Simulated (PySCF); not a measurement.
# C8H7NO (3-methoxybenzonitrile): the cost of one run

Programs: PySCF 2.14.0, with routines of our own; each step states its level. All values are computed. Atoms count from 0.

## 1. The system as given

17 atoms, charge 0, multiplicity 1; geometry from: GFN2-xTB.

## 2. Optimising the geometry at PBE0-D3(BJ)/def2-SVP

What the job is given:

```
{"job": {"xc": "PBE0", "basis": "def2-SVP", "d3": "d3bj", "grid": 2, "kind": "geom"}, "charge": 0, "multiplicity": 1}
C     -2.917974    -0.349594     0.043144
O     -1.699139    -1.047138     0.141219
C     -0.537712    -0.351409     0.048315
C     -0.442280     1.025803    -0.137123
C      0.802180     1.631949    -0.220310
C      1.962077     0.892231    -0.120487
C      1.868324    -0.488803     0.067517
C      3.047599    -1.263348     0.173267
N      4.008883    -1.881892     0.258244
C      0.628690    -1.108734     0.150987
H     -3.025076     0.388413     0.844531
H     -3.696015    -1.104435     0.143392
H     -3.019772     0.146729    -0.927139
H     -1.328158     1.635304    -0.218542
H      0.859529     2.700307    -0.365258
H      2.931366     1.361823    -0.185840
H      0.550482    -2.175176     0.294172
```

Launch:

```console
$ OMP_NUM_THREADS=1 python excited_run.py task.json out
```

The driver reads the jobs from task.json and runs them one after another.

**Question.** How long does this first job take on 1 thread of Arm Neoverse N1, shared host, and how much memory does it need?

About 2 min, with a peak of 0.81 GiB.
